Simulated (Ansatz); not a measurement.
# C2H5ClO2Si: a ladder of functionals and wavefunction methods

One table from this session's results is given with a row withheld; the runs are named, their logs left out.

Computed with Ansatz 0.2.0, Gaussian basis. Level: functionals in def2-TZVPP, the program's frozen cores in correlated methods.

Plan: LDA (SPW92), PBE-D4, revPBE-D4, BLYP-D4, r2SCAN-D4, B97M-V, PBE0-D4, B3LYP-D4, r2SCANh-D4, r2SCAN0-D4, HSE06-D4, BHLYP-D4, CAM-B3LYP-D4, LC-ωPBE, ωB97X-V, ωB97M-V, B2PLYP, PBE-QIDH; CCSD(T)/def2-SVP; CCSD(T)/def2-TZVPP; MP2/def2-QZVPP; extrapolation to the limit; RPA on PBE.

**The geometry**

The geometry comes from an earlier relaxation with PBE0-D4 in a triple-zeta def2 set; it is a stationary point, not always the lowest conformer.

11 atoms, charge 0, spin multiplicity 1.

Atoms are counted from 1 here; the program's logs count them from 0.

Bond lengths: O1–C2 1.196 Å, C2–O3 1.331 Å, C2–H7 1.099 Å, O3–C4 1.436 Å, C4–Si5 1.887 Å, C4–H8 1.094 Å, C4–H9 1.091 Å, Si5–Cl6 2.055 Å, Si5–H10 1.478 Å, Si5–H11 1.482 Å. Angles: O1–C2–O3 125.8°, O1–C2–H7 125.1°, O3–C2–H7 109.1°, C2–O3–C4 115.8°, O3–C4–Si5 112.9°, O3–C4–H8 109.9°, O3–C4–H9 105.6°, Si5–C4–H8 109.4°, Si5–C4–H9 110.1°, H8–C4–H9 108.9°, C4–Si5–Cl6 108.9°, C4–Si5–H10 111.7°, C4–Si5–H11 108.3°, Cl6–Si5–H10 107.8°, Cl6–Si5–H11 108.3°, H10–Si5–H11 111.7°.

Set-up of the first run:

The input, in.yaml:

```yaml
crystal:
  periodic: [false, false, false]
  atoms:
    - {symbol: O, position_ang: [-1.814164, 1.185688, -0.515381]}
    - {symbol: C, position_ang: [-1.542759, 1.008448, 0.636225]}
    - {symbol: O, position_ang: [-0.754557, 0.046289, 1.110684]}
    - {symbol: C, position_ang: [-0.200874, -0.846549, 0.132303]}
    - {symbol: Si, position_ang: [1.373803, -0.176950, -0.664218]}
    - {symbol: Cl, position_ang: [2.890086, -0.214024, 0.722846]}
    - {symbol: H, position_ang: [-1.910872, 1.617520, 1.473469]}
    - {symbol: H, position_ang: [-0.941865, -1.053649, -0.645207]}
    - {symbol: H, position_ang: [0.015247, -1.771580, 0.668920]}
    - {symbol: H, position_ang: [1.205796, 1.220579, -1.113683]}
    - {symbol: H, position_ang: [1.745559, -1.072673, -1.785258]}
basis:
  gaussian: {orbitals: def2-TZVPP}
hamiltonian: {xc: lda}
output: {orbitals: {seedname: orbitals}}
```

Steps of the session up to this table: LDA; PBE-D4 (GGA); revPBE-D4 (GGA); BLYP-D4 (GGA); r2SCAN-D4 (meta-GGA); B97M-V (meta-GGA); PBE0-D4 (hybrid); B3LYP-D4 (hybrid); r2SCANh-D4 (hybrid); r2SCAN0-D4 (hybrid); HSE06-D4 (hybrid); BHLYP-D4 (hybrid); CAM-B3LYP-D4 (range-separated); LC-ωPBE (range-separated); ωB97X-V (range-separated); ωB97M-V (range-separated); B2PLYP (double hybrid); PBE-QIDH (double hybrid).

One table of the session follows, with a row left open; its other results are not shown here.

It belongs to the step «Frontier levels by functional». 

| functional | HOMO (eV) | gap (eV) |
| --- | --- | --- |
| LDA (SPW92) | -7.08 | 5.46 |
| PBE-D4 | -6.88 | 5.55 |
| revPBE-D4 | -6.81 | 5.58 |
| BLYP-D4 | -6.80 | 5.56 |
| r2SCAN-D4 | -7.23 | 6.15 |
| B97M-V | ? | ? |
| PBE0-D4 | -8.48 | 8.29 |
| B3LYP-D4 | -8.25 | 7.76 |
| r2SCANh-D4 | -7.85 | 7.19 |
| r2SCAN0-D4 | -8.69 | 8.65 |
| HSE06-D4 | -8.07 | 7.49 |
| BHLYP-D4 | -9.78 | 10.78 |
| CAM-B3LYP-D4 | -9.87 | 10.87 |
| LC-ωPBE | -11.19 | 13.49 |
| ωB97X-V | -10.85 | 13.04 |
| ωB97M-V | -10.72 | 12.69 |

Q: Estimate the row for B97M-V from the others.

**Answer.** HOMO (eV): -7.38; gap (eV): 6.37. In the column «HOMO (eV)» it lies between r2SCANh-D4 (-7.85) and r2SCAN-D4 (-7.23).
